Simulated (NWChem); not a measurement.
**SiH3F (SMILES F[SiH3]): BP86/pcseg-1**

What is the electronic atomisation energy of SiH3F at BP86/pcseg-1? 

Program for the calculation: NWChem 7.3.0.

6 further runs of the same task are left out: 6 that didn't finish.

### 1 The molecule

SiH3F has 5 atoms, charge 0, and is taken as a singlet. As SMILES, `F[SiH3]`. Geometry: relaxed at PBE0-D4/def2-TZVP.

Bond lengths: F1–Si2 1.600 Å, Si2–H3 1.482 Å, Si2–H4 1.482 Å, Si2–H5 1.482 Å. Angles: F1–Si2–H3 108.3°, F1–Si2–H4 108.3°, F1–Si2–H5 108.3°, H3–Si2–H4 110.6°, H3–Si2–H5 110.6°, H4–Si2–H5 110.6°.

### 2 A single-point energy at BP86/pcseg-1 (run 1)

File geom.nw:

```
echo
start geom
title "FH3Si energy"
memory stack 880 mb heap 220 mb global 1100 mb

geometry units angstrom noautosym nocenter noautoz
F     -1.274600     0.162800     0.858000
Si     0.043300    -0.019300    -0.030700
H     -0.367800    -0.192600    -1.443700
H      0.768600    -1.217900     0.451600
H      0.880500     1.193400     0.123400
end

basis spherical bse
F library pcseg-1
Si library pcseg-1
H library pcseg-1
end

dft
xc becke88 perdew86
grid fine
convergence energy 1e-08
iterations 100
mulliken
print low
end

task dft
```

Launch:

```sh
$ nwchem geom.nw > geom.out
```

What it wrote:

```text
[...]
 d= 0,ls=0.0,diis     1   -391.1265769442 -4.54D+02  2.75D-02  4.25D-01     0.7
[...]
 d= 0,ls=0.0,diis     8   -391.1729357633  4.74D-10  1.18D-06  1.11D-08     3.7
         Total DFT energy =     -391.172935763286
      One electron energy =     -667.616720990374
           Coulomb energy =      245.938393791439
    Exchange-Corr. energy =      -32.537420354959
 Nuclear repulsion energy =       63.042811790608
[...]
      Total Density - Mulliken Population Analysis
     ---------------------------------------------
    Atom       Charge   Shell Charges
 -----------   ------   -------------------------------------------------------
    1 F    9     9.38   2.00  0.94  0.99  3.44  2.01  0.01
    2 Si  14    13.32   2.00  1.99  0.98  0.22  5.98  1.87  0.06  0.22
    3 H    1     1.10   0.76  0.33  0.01
    4 H    1     1.10   0.76  0.33  0.01
    5 H    1     1.10   0.76  0.33  0.01
[...]
```

Run time: 4.2 s. Hardware: 1 thread of Intel Xeon at 2.60GHz (Ice Lake), shared host; peak memory 0.11 GiB.

### 3 The F atom, same level (run 2)

File test.xyz:

```xyz
1

F      0.000000     0.000000     0.000000
```

File test.nw:

```
start test
memory stack 880 mb heap 220 mb global 1100 mb

geometry noautosym nocenter noautoz
load test.xyz
end

basis "ao basis" spherical bse
* library pcseg-1
end

dft
xc becke88 perdew86
mult 2
grid fine
convergence energy 1e-08
iterations 100
mulliken
print low
end

task dft
```

Launch:

```sh
$ nwchem test.nw > test.out
```

What it wrote:

```text
[...]
 d= 0,ls=0.0,diis     1    -99.6903748999 -9.97D+01  9.28D-03  3.98D-02     0.1
[...]
 d= 0,ls=0.0,diis     6    -99.6978860759 -2.00D-09  4.64D-07  2.49D-10     0.2
[...]
         Total DFT energy =      -99.697886075923
      One electron energy =     -139.093590962095
           Coulomb energy =       49.753507086559
    Exchange-Corr. energy =      -10.357802200387
 Nuclear repulsion energy =        0.000000000000
[...]
      Total Density - Mulliken Population Analysis
     ---------------------------------------------
    Atom       Charge   Shell Charges
 -----------   ------   -------------------------------------------------------
    1 F    9     9.00   2.00  0.98  1.02  3.26  1.74  0.00
     --------------------------------------------
      Spin Density - Mulliken Population Analysis
     --------------------------------------------
    Atom       Charge   Shell Charges
 -----------   ------   -------------------------------------------------------
    1 F    9     1.00  -0.00  0.02 -0.02  0.70  0.30  0.00
[...]
      <S2> =      0.7508 (Exact =     0.7500)
[...]
```

Run time: 0.74 s. Hardware: 1 thread of Intel Xeon at 2.60GHz (Ice Lake), shared host; peak memory 0.1 GiB.

Run 3 isn't shown in full; the table further down has it.

### 4 The Si atom at the same level (run 4)

File sp.nw:

```
START sp
TITLE "Si"
memory stack 880 mb heap 220 mb global 1100 mb

GEOMETRY noautosym nocenter noautoz
  Si       0.000000       0.000000       0.000000
END

BASIS spherical bse
  * library pcseg-1
END

DFT
  xc becke88 perdew86
  mult 3
  grid fine
  convergence energy 1e-08
  maxiter 100
  mulliken
  noprint "final vectors analysis"
END

TASK dft energy
```

Run the same way, it converges to -289.38222 Eh (log not shown).

### 5 The series

| run | level | partner | energy (Eh) | wall time |
| --- | --- | --- | --- | --- |
| 1 | BP86/pcseg-1 | base | -391.172936 | 4.2 s |
| 2 | UBP86/pcseg-1 | atoms | -99.697886 | 0.74 s |
| 3 | UBP86/pcseg-1 | atoms | -0.499431 | 0.62 s |
| 4 | UBP86/pcseg-1 | atoms | -289.382223 | 1.9 s |

### 6 What came out

At BP86/pcseg-1:

```
                     quantity          value
        Si atom: total energy  -289.38222 Eh
                Si atom: ⟨S²⟩          2.002
electronic atomisation energy      16.178 eV
```

In words: Taking the molecule apart into free atoms costs 16.18 eV (373 kcal/mol), before zero-point energy and without spin-orbit coupling. All runs together took 7.5 s, the longest 4.2 s.
